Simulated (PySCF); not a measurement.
# C4H5BCl2: the cost of one run

Computed with PySCF 2.14.0, with density-fitted response routines of our own, on a single molecule in the gas phase. Atoms are numbered from 0 throughout.

### Step 1. Starting geometry

12 atoms, charge 0, multiplicity 1; geometry from: GFN2-xTB. The atoms were then displaced at random by about 0.01 Å, so the start is not that level's minimum.

Bonds of the start (Å): C0–C1 1.30, C1–C2 1.31, C2–C3 1.47, C3–B4 1.61, B4–Cl5 1.72, B4–Cl6 1.73, C0–H7 1.10, C0–H8 1.04, C2–H9 1.10, C3–H10 1.11, C3–H11 1.08.

### Step 2. Geometry optimisation at PBE0-D3(BJ)/def2-SVP

What the job is given:

```
{"job": {"xc": "PBE0", "basis": "def2-SVP", "d3": "d3bj", "grid": 1, "shake": 0.01, "kind": "geom"}, "charge": 0, "multiplicity": 1}
C      2.481500     0.627980    -0.452330
C      1.397350    -0.033710    -0.161770
C      0.318230    -0.717240     0.109950
C     -0.976650    -0.491420    -0.540580
B     -2.025950     0.223780     0.446510
Cl    -3.556600    -0.451050     0.834260
Cl    -1.583290     1.718340     1.194110
H      2.723410     1.571830     0.056510
H      3.146670     0.340300    -1.204620
H      0.366840    -1.484860     0.890280
H     -1.404880    -1.459740    -0.867700
H     -0.846930     0.127510    -1.416480
```

Started as:

```sh
$ OMP_NUM_THREADS=1 python probes_run.py task.json out
```

This one command runs all jobs of the session in turn.

Q: Estimate the wall time and peak memory of this first job on 1 thread of Arm Neoverse V1, shared host.

About 40 s, with a peak of 0.55 GiB.
